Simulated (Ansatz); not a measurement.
Write a Python script for Ansatz 0.2.0 through its Python package that makes a comparison of enthalpies under pressure of two structures of Re. Level of theory (first run): r2SCAN, PAW, cutoff 463 eV, 10×10×10 k-points, cold smearing of 0.05 eV, D4 dispersion.

The script, `re_transition.py`:
```python
# -*- coding: utf-8 -*-
import warnings

import ansatz as az
import numpy as np


def bcc(a_site, a):
    return az.Crystal.bcc(a_site, a=a)


def hcp(a_site, a):
    return (
        az.Lattice.from_parameters(a, a, 1.633 * a, alpha=90, beta=90, gamma=120)
        .space_group(194)
        .atom(a_site, (1 / 3, 2 / 3, 0.25))
    )


def run_phase(name, crystal, pressure=0.0):
    calc = crystal.calculation()
    calc = calc.functional(az.Functional.R2SCAN, dispersion="D4").basis(17 * az.Ha, density_ratio=6)
    calc = calc.accuracy("low").kpoints(spacing=0.3)
    calc = calc.occupations("cold", width=0.05)
    calc = calc.relax(force_tolerance=0.01, max_steps=60, cell=True, pressure=pressure)
    return calc.run(threads=1, pin="off")


def volume_per_atom(outcome):
    return abs(np.linalg.det(outcome.lattice.cell_ang)) / len(outcome.lattice.sites)


def main():
    warnings.simplefilter("ignore", az.DeckWarning)

    phases = {}
    phases["bcc"] = bcc("Re", 3.09)
    phases["hcp"] = hcp("Re", 2.75)

    pressures = [0, 20, 40, 60]
    enthalpy, volume = {name: [] for name in phases}, {name: [] for name in phases}
    for p in pressures:
        for name, crystal in phases.items():
            o = run_phase(name, crystal, pressure=p)
            volume[name].append(volume_per_atom(o))
            enthalpy[name].append(o.report["energy_sigma0_ev"] / len(o.lattice.sites) + p * volume[name][-1] / 160.21766)
    gap = np.array(enthalpy["hcp"]) - np.array(enthalpy["bcc"])
    rows = [(p, va, vb, 1000 * d) for p, va, vb, d in zip(pressures, volume["bcc"], volume["hcp"], gap)]
    print("   P (GPa)  V bcc (A^3/atom)  V hcp (A^3/atom)  H(hcp) - H(bcc) (meV/atom)")
    for row in rows:
        print(f"{row[0]:10d}  {row[1]:16.3f}  {row[2]:16.3f}  {row[3]:+26.1f}")
    crossings = [p0 - g0 * (p1 - p0) / (g1 - g0) for p0, p1, g0, g1 in zip(pressures, pressures[1:], gap, gap[1:]) if g0 * g1 < 0]
    print("crossing near", [round(float(p), 1) for p in crossings], "GPa") if crossings else print("no crossing in this range")


if __name__ == "__main__":
    main()
```

```console
$ python re_transition.py
   P (GPa)  V bcc (A^3/atom)  V hcp (A^3/atom)  H(hcp) - H(bcc) (meV/atom)
         0            14.757            14.627                      -266.0
        20            14.085            13.971                      -280.8
        40            13.533            13.431                      -294.3
        60            13.084            12.991                      -306.4
no crossing in this range
```

Caveats:
- These settings explore the input space; cutoff and mesh may be short of convergence.
- The cutoff lies under the one recommended for these potentials.
- The run is spin-unpolarised.
- Under the recommended cutoff a pressure can be off by several GPa, even in sign.
- At a fixed pressure a relaxation lowers the enthalpy F + PV, while F alone can rise.
- Dispersion corrections can be off by several per cent in the lattices of metals, and by several GPa in the pressure at a fixed cell.
- For the metals among these phases the mesh is modest: differences between phases can be off by up to 40 meV an atom.
- Spin-orbit coupling, which matters for elements this heavy, is left out.
- Only these two structures are compared, at zero temperature and with their symmetry kept; either may be hypothetical, and another phase may be lower than both. Differences under about 40 meV an atom lie within the error of mesh and functional.
- The cells are prototypes set up for this calculation and needn't exist.
- The script silences the warnings on its input, which a real study should read.
- The whole script took 73 s on 1 thread of Arm Neoverse V2, on a shared host, peak memory 0.43 GiB.

(A comment or docstring line of the script was reworded after the run, the code is as it ran; lines on the test bed's own set-up are left out of the output.)
